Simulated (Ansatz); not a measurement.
What does this script print? It uses Ansatz's Python interface.

Script `freq_c2h3nte.py`:
```python
'''Vibrations of C2H3NTe.'''

import ansatz
import numpy as np

geometry_ang = [
    ('C', [-0.7733, 0.6651, -0.5576]),
    ('N', [0.3389, 0.9431, 0.0096]),
    ('C', [0.5874, -0.4025, 0.4069]),
    ('Te', [-0.7948, -1.4318, -0.3688]),
    ('H', [-1.5329, 1.3546, -1.0799]),
    ('H', [0.6112, -0.4625, 1.528]),
    ('H', [1.6247, -0.7341, 0.0161]),
]
geometry = ansatz.Crystal.molecule()
for symbol, xyz in geometry_ang:
    geometry = geometry.atom(symbol, xyz)

model = geometry.calculation().basis(gaussian='def2-SVP').functional('b3lyp', dispersion='d3bj')
symbols = [site.symbol for site in geometry.cartesian_sites]
start = np.array([site.position_ang for site in geometry.cartesian_sites], dtype=float)
summary = model.relax(force_tolerance=0.003).run(threads=1, backend='cpu').report
end = np.array(summary['positions_ang'])

print('final positions (A) and the move of each atom')
for symbol, xyz, old in zip(symbols, end, start):
    print(f'{symbol:2s} {xyz[0]:10.5f} {xyz[1]:10.5f} {xyz[2]:10.5f}   {np.linalg.norm(xyz - old):7.4f}')

# same settings at the minimum
minimum = ansatz.Crystal.molecule()
for symbol, xyz in zip(symbols, end):
    minimum = minimum.atom(symbol, xyz.tolist())
vibrating = minimum.calculation()
vibrating = vibrating.basis(gaussian='def2-SVP')
vibrating = vibrating.functional('b3lyp', dispersion='d3bj')
vibrating = vibrating.phonons(temperatures=(298.15, 498.15, 100))
vib = vibrating.run(threads=1, backend='cpu').report['vibrations']
sums = vib['harmonic_sums']
modes = [m['omega_inv_cm'] for m in sums['modes_at_gamma'] if m['rigid_motion'] == 'no']
for number, w in enumerate(modes, start=1):
    print(f'mode {number:2d} {w:9.1f} 1/cm {w / 8065.544 * 1000:8.2f} meV')
print('imaginary modes:', sum(w < 0 for w in modes), ' zero-point energy:', round(sums['zero_point_energy_ev'], 4), 'eV')
print('T (K)   F_vib (eV)   S_vib (meV/K)   C_vib (meV/K)')
for row in zip(sums['temperatures_k'], sums['vibrational_free_energy_ev'], vib['entropy_ev_per_k'], vib['heat_capacity_ev_per_k']):
    print(f'{row[0]:6.1f} {row[1]:11.4f} {1000 * row[2]:13.4f} {1000 * row[3]:15.4f}')
```

`python freq_c2h3nte.py` gives:
```text
final positions (A) and the move of each atom
C    -0.82826    0.64879   -0.61039    0.0779
N     0.24427    0.90681    0.02360    0.1023
C     0.71876   -0.37628    0.48136    0.1533
Te   -1.01299   -1.49183   -0.45365    0.2417
H    -1.47311    1.38790   -1.10504    0.0729
H     0.72963   -0.47446    1.57594    0.1283
H     1.68290   -0.66902    0.04249    0.0912
mode  1     348.9 1/cm    43.26 meV
mode  2     374.2 1/cm    46.39 meV
mode  3     479.0 1/cm    59.39 meV
mode  4     723.6 1/cm    89.71 meV
mode  5     741.6 1/cm    91.95 meV
mode  6     861.6 1/cm   106.83 meV
mode  7    1005.3 1/cm   124.64 meV
mode  8    1091.5 1/cm   135.33 meV
mode  9    1115.9 1/cm   138.36 meV
mode 10    1230.4 1/cm   152.54 meV
mode 11    1416.5 1/cm   175.63 meV
mode 12    1653.5 1/cm   205.01 meV
mode 13    3087.2 1/cm   382.77 meV
mode 14    3147.6 1/cm   390.25 meV
mode 15    3170.3 1/cm   393.06 meV
imaginary modes: 0  zero-point energy: 1.2676 eV
T (K)   F_vib (eV)   S_vib (meV/K)   C_vib (meV/K)
 298.1      1.2525        0.1701          0.3359
 398.1      1.2297        0.2882          0.4839
 498.1      1.1947        0.4102          0.6046
```

The frequencies are harmonic and unscaled, in a modest basis. The result belongs to the one conformer reached from this start, and soft torsions count as harmonic oscillators. def2 sets replace the cores of elements past krypton by effective core potentials. b3lyp holds the VWN-RPA fit, as in Gaussian; the form of ORCA and Turbomole is b3lyp5. Timing: 110 s on 1 thread of Arm Neoverse V2 (shared host), peak memory 0.25 GiB.

(A comment or docstring line of the script was reworded after the run, the code is as it ran; lines on the test bed's own set-up are left out of the output.)
